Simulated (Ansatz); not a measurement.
# CH4BCl2O: the cost of one run

Computed with Ansatz 0.2.0. Level: UHF/def2-SVP.

### Step 1. Starting geometry

SMILES `OB(Cl)CCl`, 8 atoms, charge 0, spin multiplicity 1.

Atoms are counted from 1 here; the program's logs count them from 0.

Bond lengths: O1–B2 1.346 Å, O1–H6 0.986 Å, B2–Cl3 1.773 Å, B2–C4 1.589 Å, C4–Cl5 1.816 Å, C4–H7 1.109 Å, C4–H8 1.109 Å. Angles: B2–O1–H6 108.5°, O1–B2–Cl3 119.0°, O1–B2–C4 122.8°, Cl3–B2–C4 118.1°, B2–C4–Cl5 110.6°, B2–C4–H7 111.6°, B2–C4–H8 111.6°, Cl5–C4–H7 107.8°, Cl5–C4–H8 107.8°, H7–C4–H8 107.2°.

Coordinates:

```
O     0.2642    0.8641    1.4640
B     0.5099   -0.1530    0.6172
Cl    1.7137   -1.3743    1.0662
C    -0.2357   -0.3126   -0.7770
Cl   -1.4144    1.0452   -1.0312
H    -0.4240    1.4448    1.0628
H    -0.7996   -1.2659   -0.8320
H     0.4780   -0.3053   -1.6256
```

This geometry comes from a loose relaxation at PBE in a small basis, which is not shown.

### Step 4. Setting up the map

The probe is moved over the molecule's main plane (x and y are the axes of that plane, centred on the molecule).

First coordinate, x of the probe's H atom: 19 values from −4.86 Å. Second coordinate, y of the probe's H atom: 17 values from −4.32 Å.

Nothing else is relaxed (molecule and probe rigid). Energies count from molecule and probe far apart, each relaxed in its own basis (no counterpoise correction). Points are written as (first, second).

The probe H moves over a plane: the molecule's main plane. The molecule is turned into the frame of its main axes, as the inputs below show.

(The set-up runs are not shown.)

### Step 5. Grid point (1.62 Å, 2.16 Å)

File input.yaml:

```yaml
crystal:
  periodic: [false, false, false]
  atoms:
    - { symbol: O, position_ang: [-0.405174, 1.426768, -5.1e-05] }
    - { symbol: B, position_ang: [-0.507123, 0.106073, -2.7e-05] }
    - { symbol: Cl, position_ang: [-2.127493, -0.623246, 0.000107] }
    - { symbol: C, position_ang: [0.731284, -0.891274, -0.000163] }
    - { symbol: Cl, position_ang: [2.308506, -0.018321, 0.000135] }
    - { symbol: H, position_ang: [0.488855, 1.743521, -0.000124] }
    - { symbol: H, position_ang: [0.713399, -1.533306, -0.878218] }
    - { symbol: H, position_ang: [0.713302, -1.533748, 0.877561] }
    - { symbol: H, position_ang: [1.62, 2.16, 0.0] }
magnetization:
  spin_polarized: true
  initial_magnetization: 1
basis:
  gaussian: { orbitals: def2-SVP }
hamiltonian:
  xc: hf
output:
  forces: true
```

Command:

```bash
ansatz run input.yaml --threads 1 --pin off --max-ram 2560MiB --backend cpu --events-out ev --progress --plain --runs-dir out
```

What time and memory should one allow on 1 thread of Arm Neoverse V2, shared host?

About 2.5 s, with a peak of 0.21 GiB.
